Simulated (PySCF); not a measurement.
# N⁺: excitation energy in dyall-acv3z

Each state of nitrogen is computed at each level; their differences give the excitation energy. How far do the methods differ?

The numbers are computed with PySCF 2.14.0 (unrestricted determinants in a Gaussian basis, no spin-orbit coupling in the energies), except any that are marked as measured or tabulated.

**1. What is computed**

* Element: nitrogen (Z = 7)
* Basis: dyall-acv3z (15s9p4d2f, 76 functions)
* Hamiltonian: the spin-free X2C one-electron Hamiltonian (Gaussian nucleus)
* State 1: N⁺: [He] 2s2 2p1 3d1, one real determinant (an excited configuration)
* State 2: N⁺: [He] 2s1 2p2 3s1, high-spin 5P determinant (an excited configuration)
* Needed too, but not shown: N⁺ [He] 2s2 2p2 (3P)
* Methods: CCSD(T)
* Core shells frozen in the correlated runs: valence and next inner shell: nothing (for N⁺)

The outer shells:

N+ [He] 2s2 2p1 3d1
```
[He] core
2s [↑↓]
2p [↑ ][  ][  ]
3d [↑ ][  ][  ][  ][  ]
```

N+ [He] 2s1 2p2 3s1
```
[He] core
2s [↑ ]
2p [↑ ][↑ ][  ]
3s [↑ ]
```

The runs were made by one driver on top of PySCF. The scripts below sum up each run's settings (the driver also hands on starting orbitals that pick excited configurations, and frozen orbitals as a list rather than a count), and the logs come from the driver's own runs. The driver starts from symmetry-adapted Hartree-Fock orbitals, holds the occupation by maximum overlap and uses a logarithmic radial grid for functionals, so a plain start would take other cycles.

The integrals over 76 functions and the set-up took 0.39 s of CPU time.

**2. N⁺ [He] 2s2 2p1 3d1: CCSD(T) (valence and next inner shell)**

#### CCSD(T) (valence and next inner shell)

The input, input.py:

```python
from pyscf import gto, scf, dft, mp, cc
import basis_set_exchange as bse
mol = gto.M(atom="N 0 0 0", charge=1, spin=2, symmetry="D2h",
            basis=gto.basis.parse(bse.get_basis("dyall-acv3z", elements=["N"], fmt="nwchem")),
            nucmod="G")
mf = scf.UHF(mol).sfx2c1e()
mf.irrep_nelec = {'Ag': (2, 2), 'B2g': (1, 0), 'B2u': (1, 0)}
mf.kernel()
mycc = cc.CCSD(mf, frozen=[[71, 72, 73, 74, 75], [71, 72, 73, 74, 75]]).run()
mycc.ccsd_t()
```

Output:

```text
CC2 = 0
CCSD nocc = (np.int64(4), np.int64(2)), nmo = (71, 71)
frozen orbitals [[71, 72, 73, 74, 75], [71, 72, 73, 74, 75]]
max_cycle = 100
direct = 0
conv_tol = 1e-08
conv_tol_normt = 1e-06
diis_space = 8
diis_start_cycle = 0
Init t2, MP2 energy = -0.124488810768221
Init E_corr(UCCSD) = -0.124488810771353
cycle = 1  E_corr(UCCSD) = -0.151907473467607  dE = -0.0274186627  norm(t1,t2) = 0.217564
cycle = 2  E_corr(UCCSD) = -0.176020937874421  dE = -0.0241134644  norm(t1,t2) = 0.390321
cycle = 3  E_corr(UCCSD) = -0.131817369648243  dE = 0.0442035682  norm(t1,t2) = 0.69782
cycle = 4  E_corr(UCCSD) = -0.14383142685332  dE = -0.0120140572  norm(t1,t2) = 0.0599546
cycle = 5  E_corr(UCCSD) = -0.14249388964561  dE = 0.00133753721  norm(t1,t2) = 0.0550058
cycle = 6  E_corr(UCCSD) = -0.142144936650892  dE = 0.000348952995  norm(t1,t2) = 0.0116868
cycle = 7  E_corr(UCCSD) = -0.142148243717034  dE = -3.30706614e-06  norm(t1,t2) = 0.0106016
cycle = 8  E_corr(UCCSD) = -0.142804233885391  dE = -0.000655990168  norm(t1,t2) = 0.00752063
cycle = 9  E_corr(UCCSD) = -0.142553028452972  dE = 0.000251205432  norm(t1,t2) = 0.0116986
cycle = 10  E_corr(UCCSD) = -0.142496251785413  dE = 5.67766676e-05  norm(t1,t2) = 0.00342188
[... 71 lines left out ...]
cycle = 82  E_corr(UCCSD) = -0.142512651655983  dE = -3.90076379e-08  norm(t1,t2) = 1.33765e-05
cycle = 83  E_corr(UCCSD) = -0.142512870812954  dE = -2.1915697e-07  norm(t1,t2) = 1.76512e-05
cycle = 84  E_corr(UCCSD) = -0.142512669969723  dE = 2.0084323e-07  norm(t1,t2) = 2.62406e-05
cycle = 85  E_corr(UCCSD) = -0.142512798690557  dE = -1.28720833e-07  norm(t1,t2) = 9.54692e-06
cycle = 86  E_corr(UCCSD) = -0.142512781447869  dE = 1.72426872e-08  norm(t1,t2) = 6.93714e-06
cycle = 87  E_corr(UCCSD) = -0.142512789076783  dE = -7.628914e-09  norm(t1,t2) = 5.88943e-06
cycle = 88  E_corr(UCCSD) = -0.142512736517701  dE = 5.25590824e-08  norm(t1,t2) = 9.42662e-06
cycle = 89  E_corr(UCCSD) = -0.142512639548301  dE = 9.69694002e-08  norm(t1,t2) = 5.11893e-06
cycle = 90  E_corr(UCCSD) = -0.142512738320081  dE = -9.87717802e-08  norm(t1,t2) = 5.93617e-06
cycle = 91  E_corr(UCCSD) = -0.142512725121867  dE = 1.31982142e-08  norm(t1,t2) = 3.11633e-06
[... the stored log ends here ...]
```

It used 87 s of CPU time after the integrals (shared host).

This run did not converge, so its energy enters no difference.

**3. N⁺ [He] 2s1 2p2 3s1: CCSD(T) (valence and next inner shell)**

#### CCSD(T) (valence and next inner shell)

The input, input.py:

```python
from pyscf import gto, scf, dft, mp, cc
import basis_set_exchange as bse
mol = gto.M(atom="N 0 0 0", charge=1, spin=4, symmetry="D2h",
            basis=gto.basis.parse(bse.get_basis("dyall-acv3z", elements=["N"], fmt="nwchem")),
            nucmod="G")
mf = scf.UHF(mol).sfx2c1e()
mf.irrep_nelec = {'Ag': (3, 1), 'B1u': (1, 0), 'B2u': (1, 0)}
mf.kernel()
mycc = cc.CCSD(mf, frozen=[[71, 72, 73, 74, 75], [71, 72, 73, 74, 75]]).run()
mycc.ccsd_t()
```

Output:

```text
CC2 = 0
CCSD nocc = (np.int64(5), np.int64(1)), nmo = (71, 71)
frozen orbitals [[71, 72, 73, 74, 75], [71, 72, 73, 74, 75]]
max_cycle = 100
direct = 0
conv_tol = 1e-08
conv_tol_normt = 1e-06
diis_space = 8
diis_start_cycle = 0
Init t2, MP2 energy = -0.0660707394661867
Init E_corr(UCCSD) = -0.066070739466243
cycle = 1  E_corr(UCCSD) = -0.0717502346855383  dE = -0.00567949522  norm(t1,t2) = 0.0196998
cycle = 2  E_corr(UCCSD) = -0.0728459484638896  dE = -0.00109571378  norm(t1,t2) = 0.00956514
cycle = 3  E_corr(UCCSD) = -0.0735470588175376  dE = -0.000701110354  norm(t1,t2) = 0.00589897
cycle = 4  E_corr(UCCSD) = -0.0734938708569748  dE = 5.31879606e-05  norm(t1,t2) = 0.002771
cycle = 5  E_corr(UCCSD) = -0.0735875077986243  dE = -9.36369416e-05  norm(t1,t2) = 0.001083
cycle = 6  E_corr(UCCSD) = -0.0735785105117127  dE = 8.99728691e-06  norm(t1,t2) = 0.000216605
cycle = 7  E_corr(UCCSD) = -0.073582518161298  dE = -4.00764959e-06  norm(t1,t2) = 3.83248e-05
cycle = 8  E_corr(UCCSD) = -0.0735816294394688  dE = 8.88721829e-07  norm(t1,t2) = 8.78232e-06
cycle = 9  E_corr(UCCSD) = -0.073581786329429  dE = -1.5688996e-07  norm(t1,t2) = 2.14357e-06
cycle = 10  E_corr(UCCSD) = -0.0735817607620985  dE = 2.55673306e-08  norm(t1,t2) = 3.88719e-07
cycle = 11  E_corr(UCCSD) = -0.0735817588112919  dE = 1.9508066e-09  norm(t1,t2) = 4.55066e-08
UCCSD converged
E(UCCSD) = -53.13852576216495  E_corr = -0.07358175881129188
UCCSD(T) correction = -0.000237479835176408
```

It used 17 s of CPU time after the integrals (shared host).

CCSD correlation -0.07358 hartree, triples -0.00024; total -53.138763. T1 = 0.005, largest double amplitude 0.036.

**4. The energy differences**

Excitation energy: N⁺ [He] 2s2 2p2 (3P) → N⁺ [He] 2s1 2p2 3s1 (5P).

```csv
method,value (eV),less CCSD(T) (valence and next inner shell) (eV)
UHF,23.359,-2.033
MP2 (valence and next inner shell),24.954,-0.438
SCS-MP2 (valence and next inner shell),25.355,-0.036
CCSD (valence and next inner shell),25.345,-0.047
CCSD(T) (valence and next inner shell),25.391,+0.000
```

The differences also use runs on N⁺ [He] 2s2 2p2 (3P), which are not shown here. The runs at UHF, MP2 (valence and next inner shell) are not shown; their differences are listed all the same.

**5. What came out**

| quantity | value |
| --- | --- |
| excitation energy, N⁺ → [He] 2s1 2p2 3s1 | UHF 23.359, CCSD(T) (valence and next inner shell) 25.391 eV |

Each level's miss (mean over 1 difference):

```csv
method,mean absolute miss against CCSD(T) (valence and next inner shell) (eV)
UHF,2.033
MP2 (valence and next inner shell),0.438
SCS-MP2 (valence and next inner shell),0.036
CCSD (valence and next inner shell),0.047
CCSD(T) (valence and next inner shell),0.000
```

What this shows: The methods span 2.033 eV, from UHF (23.359) to CCSD(T) (valence and next inner shell) (25.391). No reference value is at hand in this session. The basis is finite, and no extrapolation was made.
